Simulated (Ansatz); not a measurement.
# AgF: the cost of one run

Method: reference: DFT, HSE06, plane waves, PAW, in Ansatz 0.2.0.

### Step 1. The structure to begin with

Symmetry: P6_3/mmc, No. 194, hexagonal system. The conventional cell has a = 4.117 Å, b = 4.117 Å, c = 4.859 Å, α = 90.00°, β = 90.00°, γ = 120.00°. Around Ag (site symmetry -6m2) lie 5 F at 2.38 to 2.43 Å. F (site symmetry -6m2) has 5 Ag at 2.38 to 2.43 Å as nearest neighbours.

Coordinates:

```cif
data_structure
_symmetry_space_group_name_H-M 'P 1'
_symmetry_Int_Tables_number 1
_cell_length_a 4.1172
_cell_length_b 4.1172
_cell_length_c 4.8593
_cell_angle_alpha 90.000
_cell_angle_beta 90.000
_cell_angle_gamma 120.000
_cell_volume 71.34
loop_
_atom_site_label
_atom_site_type_symbol
_atom_site_fract_x
_atom_site_fract_y
_atom_site_fract_z
_atom_site_occupancy
Ag1 Ag 0.33333 0.66667 0.25000 1
Ag2 Ag 0.66667 0.33333 0.75000 1
F1 F 0.66667 0.33333 0.25000 1
F2 F 0.33333 0.66667 0.75000 1
```

### Step 2. Reference

Input file input.yaml:

```yaml
crystal:
  lattice:
    - [4.1171875158, 0.0, 0.0]
    - [-2.0585937579, 3.5655889808, 0.0]
    - [0.0, 0.0, 4.8593432242]
  atoms:
    - { symbol: Ag, position: [0.3333333333, 0.6666666667, 0.25] }
    - { symbol: Ag, position: [0.6666666667, 0.3333333333, 0.75] }
    - { symbol: F, position: [0.6666666667, 0.3333333333, 0.25] }
    - { symbol: F, position: [0.3333333333, 0.6666666667, 0.75] }
kpoints:
  mp_grid: { grid: [6, 6, 2] }
hamiltonian:
  xc: hse06
scf:
  occupations: { method: fermi_dirac, width: 0.02 }
  n_extra_bands: 5
output:
  forces: true
  stress: true
  eigenvalues: true
```

Launch:

```
> ansatz run input.yaml --threads 4 --pin off --max-ram 3686MiB --backend cpu --events-out ev --progress --plain --runs-dir out
```

**Question.** How long does this run take on 4 threads of an x86-64 CPU, shared host, and how much memory does it need?

About 26 s, with a peak of 1.1 GiB.
